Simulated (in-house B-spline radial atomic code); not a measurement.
# V⁷⁺: excited configurations

Wanted: excitation energies of V⁷⁺ as differences of total energies (ΔSCF).

The numbers are computed with in-house B-spline radial atomic code version 1 (Dirac-Hartree-Fock, average of configuration, Fermi nucleus, basis-set limit), except any that are marked as measured or tabulated.

### 1 The system

| Property | Result |
| --- | --- |
| element | vanadium (Z = 23) |
| charge | +7 |
| electrons | 16 |
| configuration | [Ne] 3s2 3p4 |
| Hamiltonian | Dirac-Coulomb |
| nucleus | Fermi, rms radius 3.600 fm |

Outer shells as boxes (Hund's rule):

[Ne] 3s2 3p4
```
[Ne] core
3s [↑↓]
3p [↑↓][↑ ][↑ ]
```

The boxes draw the filling by Hund's rule, which heavy ions in jj coupling don't follow; these runs average over all states of the configuration.

Input settings:

```ini
Z = 23
electrons = 16.0
configuration = [Ne] 3s2 3p4
hamiltonian = dirac
method = hf
spin_polarised = False
nucleus = fermi
rms_radius = 3.6002
mass_number = 51
atomic_mass = 50.943957664
speed_of_light = 137.035999084
```

The reference is known from an earlier run: -932.264906 hartree in all. Up to eight levels, counted from the top:

```
orbital  occupation  energy (eV)  <r> (bohr)
  1s1/2           2     -5666.39     0.06638
  2s1/2           2      -799.39      0.3047
  2p1/2           2      -692.66      0.2705
  2p3/2           4      -685.39      0.2731
  3s1/2           2      -207.13      0.8730
  3p1/2     1.33333      -176.54      0.8933
  3p3/2     2.66667      -175.44      0.8984
```

### 2 Configuration [He] 2s2 2p5 3s2 3p4 7s1

Input settings:

```ini
Z = 23
electrons = 16.0
configuration = [He] 2s2 2p5 3s2 3p4 7s1
hamiltonian = dirac
method = hf
spin_polarised = False
nucleus = fermi
rms_radius = 3.6002
mass_number = 51
atomic_mass = 50.943957664
speed_of_light = 137.035999084
```

### 3 Run with [He] 2s2 2p5 3s2 3p4 5f1

The settings differ from step 2 so:

```diff
@@ -2,3 +2,3 @@
 electrons = 16.0
-configuration = [He] 2s2 2p5 3s2 3p4 7s1
+configuration = [He] 2s2 2p5 3s2 3p4 5f1
 hamiltonian = dirac
```

### 4 [Ne] 3s1 3p4 6s1

The settings differ from step 3 so:

```diff
@@ -2,3 +2,3 @@
 electrons = 16.0
-configuration = [He] 2s2 2p5 3s2 3p4 5f1
+configuration = [Ne] 3s1 3p4 6s1
 hamiltonian = dirac
```

### 5 Run with [Ne] 3s2 3p3 6f1

The settings differ from step 4 so:

```diff
@@ -2,3 +2,3 @@
 electrons = 16.0
-configuration = [Ne] 3s1 3p4 6s1
+configuration = [Ne] 3s2 3p3 6f1
 hamiltonian = dirac
```

### 6 Configuration [He] 2s2 2p5 3s2 3p4 4p1

The settings differ from step 5 so:

```diff
@@ -2,3 +2,3 @@
 electrons = 16.0
-configuration = [Ne] 3s2 3p3 6f1
+configuration = [He] 2s2 2p5 3s2 3p4 4p1
 hamiltonian = dirac
```

### 7 Configuration [Ne] 3s1 3p4 4f1

The settings differ from step 6 so:

```diff
@@ -2,3 +2,3 @@
 electrons = 16.0
-configuration = [He] 2s2 2p5 3s2 3p4 4p1
+configuration = [Ne] 3s1 3p4 4f1
 hamiltonian = dirac
```

### 8 Configuration [Ne] 3s1 3p4 7g1

The settings differ from step 7 so:

```diff
@@ -2,3 +2,3 @@
 electrons = 16.0
-configuration = [Ne] 3s1 3p4 4f1
+configuration = [Ne] 3s1 3p4 7g1
 hamiltonian = dirac
```

### 9 [Ne] 3s2 3p3 4d1

The settings differ from step 8 so:

```diff
@@ -2,3 +2,3 @@
 electrons = 16.0
-configuration = [Ne] 3s1 3p4 7g1
+configuration = [Ne] 3s2 3p3 4d1
 hamiltonian = dirac
```

**Question.** How far above the reference does each configuration lie (order and size, in eV)?

As calculated:

| net move | configuration | energy above the reference (eV) | with Breit, QED, recoil (eV) | largest <r> (bohr) |
| --- | --- | --- | --- | --- |
| 3p → 4d | [Ne] 3s2 3p3 4d1 | 110.17 | 110.12 | 2.16 |
| 3p → 6f | [Ne] 3s2 3p3 6f1 | 150.24 | 150.19 | 5.80 |
| 3s → 4f | [Ne] 3s1 3p4 4f1 | 150.32 | 150.24 | 2.12 |
| 3s → 6s | [Ne] 3s1 3p4 6s1 | 173.69 | 173.61 | 5.01 |
| 3s → 7g | [Ne] 3s1 3p4 7g1 | 188.57 | 188.48 | 7.91 |
| 2p → 4p | [He] 2s2 2p5 3s2 3p4 4p1 | 599.04 | 598.66 | 1.96 |
| 2p → 5f | [He] 2s2 2p5 3s2 3p4 5f1 | 643.60 | 643.20 | 3.75 |
| 2p → 7s | [He] 2s2 2p5 3s2 3p4 7s1 | 656.47 | 656.07 | 7.09 |

Quantum defects of the promoted electron, δ = n − ζ/√(−2ε) with ζ = 8 and ε its orbital energy in hartree:

| promotion | δ |
| --- | --- |
| 3p → 4d | 0.338 |
| 3p → 6f | 0.077 |
| 3s → 4f | 0.059 |
| 3s → 6s | 0.887 |
| 3s → 7g | 0.008 |
| 2p → 4p | 0.712 |
| 2p → 5f | 0.081 |
| 2p → 7s | 0.861 |

**Reading.** The energies run from 110.17 eV (3p → 4d) to 656.47 eV (2p → 7s). Koopmans' estimate of the ionisation threshold is 175.44 eV; 4 configurations exceed it by over 2 % and could autoionise. Of those tabulated, the defect is largest for 6s (0.89) and least for 7g (0.01): low angular momentum penetrates the core, high angular momentum stays outside it. Two partly filled shells share a symmetry and can mix in the average, which may lower the energy, for: 3s → 6s; 2p → 4p; 2p → 5f; 2p → 7s. These are averages over configurations, without correlation, not spectroscopic levels.
